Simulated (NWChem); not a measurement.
# C2H2F4 (norflurane) at r2SCAN/6-31G(d) (spherical functions)

What is the electronic atomisation energy of C2H2F4 (norflurane) at r2SCAN/6-31G* (spherical functions)? 

The results are computed with NWChem 7.3.0.

## Step 1: Starting point

The species is C2H2F4 (8 atoms), meant as a singlet with charge 0. SMILES: `FCC(F)(F)F`. The coordinates come from a PBE0-D4/def2-TZVP relaxation.

Bond lengths: F1–C2 1.364 Å, C2–C3 1.514 Å, C3–F4 1.332 Å, C3–F5 1.339 Å, C3–F6 1.332 Å, C2–H7 1.092 Å, C2–H8 1.092 Å. Some angles: F1–C2–C3 109.8°, C2–C3–F4 111.9°, C2–C3–F5 108.9°, C2–C3–F6 111.9°, F4–C3–F5 108.1°, F4–C3–F6 107.9°, F5–C3–F6 108.1°, F1–C2–H7 109.7°, F1–C2–H8 109.7°, C3–C2–H7 108.6°.

## Step 2: A single-point energy at r2SCAN/6-31G(d) (spherical functions) (run 1)

mymol.nw

```
start mymol
memory 2200 mb

geometry noautosym nocenter noautoz
  F     -0.224600    -1.506500     0.915200
  C     -0.211200    -0.737800    -0.211700
  C      0.211200     0.674300     0.135500
  F      1.434400     0.711300     0.662400
  F      0.217100     1.411800    -0.982100
  F     -0.624600     1.243600     1.002900
  H      0.502000    -1.148600    -0.930100
  H     -1.212300    -0.705100    -0.647900
end

basis spherical bse
  * library 6-31G*
end

dft
  xc r2scan
  grid fine
  convergence energy 1e-08
  iterations 100
  mulliken
  noprint "final vectors analysis"
end

task dft
```

Command:

```console
$ nwchem mymol.nw > mymol.out
```

Output:

```text
[...]
          Wavefunction type:  closed shell.
          No. of atoms     :     8
          No. of electrons :    50
[...]
          Charge           :     0
          Spin multiplicity:     1
[...]
          AO basis - number of functions:    88
[...]
              XC Information
              --------------
                      r^2SCAN Method XC Functional
               r^2SCAN metaGGA Exchange Functional  1.000
                     r^2SCAN Correlation Potential  1.000
[...]
 d= 0,ls=0.0,diis     1   -476.3656178183 -7.49D+02  2.00D-02  1.89D+00     1.7
[...]
 d= 0,ls=0.0,diis    10   -476.5625716259 -3.86D-10  1.45D-07  6.87D-10    12.5
         Total DFT energy =     -476.562571625934
      One electron energy =    -1204.035959500711
           Coulomb energy =      507.780286094317
    Exchange-Corr. energy =      -53.346878983600
 Nuclear repulsion energy =      273.039980764060
[...]
      Total Density - Mulliken Population Analysis
     ---------------------------------------------
    Atom       Charge   Shell Charges
 -----------   ------   -------------------------------------------------------
    1 F    9     9.32   2.00  0.94  3.30  1.04  2.03  0.02
    2 C    6     6.07   2.00  0.70  2.03  0.55  0.73  0.07
    3 C    6     5.09   2.00  0.72  1.81  0.08  0.31  0.16
    4 F    9     9.29   2.00  0.94  3.30  1.03  2.00  0.02
    5 F    9     9.30   2.00  0.94  3.30  1.04  2.01  0.02
    6 F    9     9.29   2.00  0.94  3.30  1.03  2.00  0.02
    7 H    1     0.82   0.53  0.29
    8 H    1     0.82   0.53  0.29
[...]
```

It took 13 s on 1 thread of Intel Xeon 6975P-C (Granite Rapids), shared host; peak memory 0.11 GiB.

## Step 3: The C atom, same level (run 2)

test.nw

```
start test
title "C"
memory stack 880 mb heap 220 mb global 1100 mb
charge 0

geometry units bohr noautosym nocenter noautoz
  C   0.00000000  0.00000000  0.00000000
end

basis "ao basis" spherical bse
  * library 6-31G*
end

dft
  xc r2scan
  mult 3
  grid fine
  convergence energy 1e-08
  maxiter 100
  mulliken
  print low
end

task dft energy
```

Command:

```console
$ nwchem test.nw > test.out
```

Output:

```text
[...]
 d= 0,ls=0.0,diis     1    -37.7908627978 -3.78D+01  2.59D-02  5.30D-02     0.1
[...]
 d= 0,ls=0.0,diis     6    -37.8191909077 -4.38D-09  1.33D-06  7.57D-12     0.2
[...]
         Total DFT energy =      -37.819190907660
      One electron energy =      -50.489819910690
           Coulomb energy =       17.893075070630
    Exchange-Corr. energy =       -5.222446067600
 Nuclear repulsion energy =        0.000000000000
[...]
      Total Density - Mulliken Population Analysis
     ---------------------------------------------
    Atom       Charge   Shell Charges
 -----------   ------   -------------------------------------------------------
    1 C    6     6.00   2.00  0.85  1.22  1.15  0.78  0.00
     --------------------------------------------
      Spin Density - Mulliken Population Analysis
     --------------------------------------------
    Atom       Charge   Shell Charges
 -----------   ------   -------------------------------------------------------
    1 C    6     2.00  -0.00  0.06  1.22 -0.06  0.78 -0.00
[...]
      <S2> =      2.0035 (Exact =     2.0000)
[...]
```

It took 0.72 s on 1 thread of Intel Xeon 6975P-C (Granite Rapids), shared host; peak memory 0.1 GiB.

## Step 4: The F atom at the same level (run 3)

f.nw

```
START f
TITLE "F r2SCAN"
memory total 2200 mb
GEOMETRY units angstroms noautosym nocenter noautoz
 F      0.000000     0.000000     0.000000
END
BASIS spherical bse
 * library 6-31G*
END
DFT
 xc r2scan
 mult 2
 grid fine
 convergence energy 1e-08
 iterations 100
 mulliken
 print low
END
TASK dft
```

Run the same way, it converges to -99.67359 Eh (log not shown).

## Step 5: The H atom at the same level (run 4)

test.nw

```
start test
title "H r2SCAN"
memory total 2200 mb
geometry noautosym nocenter noautoz
  H      0.000000     0.000000     0.000000
end
basis "ao basis" spherical bse
  H library 6-31G*
end
dft
  xc r2scan
  mult 2
  grid fine
  convergence energy 1e-08
  iterations 100
  mulliken
  print low
end
task dft
```

Run the same way, it converges to -0.49823 Eh (log not shown).

## Step 6: All runs side by side

| run | level | partner | energy (Eh) | wall time |
| --- | --- | --- | --- | --- |
| 1 | r2SCAN/6-31G* (spherical functions) | base | -476.562572 | 13 s |
| 2 | U-r2SCAN/6-31G* (spherical functions) | atoms | -37.819191 | 0.72 s |
| 3 | U-r2SCAN/6-31G* (spherical functions) | atoms | -99.673591 | 1.1 s |
| 4 | U-r2SCAN/6-31G* (spherical functions) | atoms | -0.498227 | 0.62 s |

## Step 7: Results

Level: r2SCAN/6-31G* (spherical functions).

| quantity | value |
| --- | --- |
| H atom: total energy | -0.49823 Eh |
| H atom: ⟨S²⟩ | 0.750 |
| electronic atomisation energy | 33.562 eV |

In words: Taking the molecule apart into free atoms costs 33.56 eV (774 kcal/mol), before zero-point energy and without spin-orbit coupling. All runs together took 16 s, the longest 13 s.
